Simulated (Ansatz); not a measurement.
# Cl2F2GaH3: the cost of one run

All numbers below are computed with Ansatz 0.2.0 (RKS PBE/def2-SVP).

**1. The system as given**

Bond lengths: Ga1–Cl3 2.068 Å, Ga1–Cl4 2.072 Å, Ga1–F6 2.127 Å. Angles: Cl3–Ga1–Cl4 134.5°, Cl3–Ga1–F6 102.7°, Cl4–Ga1–F6 106.8°.

Structure file:

```xyz
8

Ga   -0.1713   -1.0124    0.3536
H    -1.3760    0.6026    0.2261
Cl   -1.0567   -2.6230   -0.5945
Cl    0.8331   -0.7567    2.1473
H     0.9620    0.9429   -0.8216
F     1.0728   -0.1985   -1.1676
H    -0.6528    1.2473    0.0659
F     0.3887    1.7976   -0.2093
```

**2. A restrained relaxation towards end A**

Springs on the bonds that form and break draw the guess towards this end; the thresholds are loose.

File input.yaml:

```yaml
crystal:
  periodic: [false, false, false]
  atoms:
    - { symbol: Ga, position_ang: [-0.1713, -1.0124, 0.3536] }
    - { symbol: H, position_ang: [-1.376, 0.6026, 0.2261] }
    - { symbol: Cl, position_ang: [-1.0567, -2.623, -0.5945] }
    - { symbol: Cl, position_ang: [0.8331, -0.7567, 2.1473] }
    - { symbol: H, position_ang: [0.962, 0.9429, -0.8216] }
    - { symbol: F, position_ang: [1.0728, -0.1985, -1.1676] }
    - { symbol: H, position_ang: [-0.6528, 1.2473, 0.0659] }
    - { symbol: F, position_ang: [0.3887, 1.7976, -0.2093] }
basis:
  gaussian: { orbitals: def2-SVP }
hamiltonian:
  xc: pbe
relax:
  f_tol: 0.15
  max_steps: 25
  restrain:
    - { distance: [0, 5], at: 3.09, k: 30.0 }
    - { distance: [4, 7], at: 2.18, k: 30.0 }
    - { distance: [6, 1], at: 1.92, k: 30.0 }
    - { distance: [0, 1], at: 1.53, k: 30.0 }
    - { distance: [4, 5], at: 0.88, k: 30.0 }
    - { distance: [6, 7], at: 0.88, k: 30.0 }
output:
  orbitals: {}
```

Run with:

```bash
$ ansatz run input.yaml --threads 2 --pin off --max-ram 3072MiB --backend cpu --events-out ev --progress --plain --runs-dir out
```

Q: Estimate wall time and peak memory on 2 threads of Intel Xeon Platinum 8375C at 2.90GHz (Ice Lake), shared host.

About 17 s, with a peak of 0.18 GiB.
